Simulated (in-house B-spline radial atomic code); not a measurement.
# Zr⁹⁺: ionisation energy by several methods

One table from this session's results is given with a row withheld; the runs are named, their logs left out.

Method: scalar-relativistic (X2C), several functionals, spin-polarised; spherical all-electron atom at the radial basis limit. Code: in-house B-spline radial atomic code version 1.

## What is computed

- element: zirconium (Z = 40)
- charge: +9
- electrons: 31
- configuration: [Ar] 3d10 4s2 4p1
- nucleus: Fermi, rms radius 4.269 fm

The outer shells:

[Ar] 3d10 4s2 4p1
```
[Ar] core
3d [↑↓][↑↓][↑↓][↑↓][↑↓]
4s [↑↓]
4p [↑ ][  ][  ]
```

Where spins are not typed, each open shell is filled with up spins first.

Set-up of the first run:

The run's settings:

```ini
Z = 40
electrons = 31.0
configuration = [Ar] 3d10 4s2 4p1
hamiltonian = x2c
method = b88,p86
spin_polarised = True
nucleus = fermi
rms_radius = 4.2694
mass_number = 90
atomic_mass = 89.904698755
speed_of_light = 137.035999084
```

Among the steps run: BP86, a GGA; PW91, a GGA; SCAN, a meta-GGA; PBE, a GGA; AM05, a GGA; BLYP, a GGA; r2SCAN, a meta-GGA; LDA (VWN5).

One table of the session follows, with a row left open; its other results are not shown here.

```
    method  ΔSCF (eV)
LDA (VWN5)     171.49
      BP86          ?
      PW91     171.16
       PBE     170.94
      AM05     171.00
      BLYP     171.13
      SCAN     170.88
    r2SCAN     170.77
```

**Question.** Estimate the row for BP86.

**Answer.** ΔSCF (eV): 171.15. In the column «ΔSCF (eV)» it lies between BLYP (171.13) and PW91 (171.16).

To keep in mind: Meta-GGA runs start from a PBE run whose iterations are not counted.
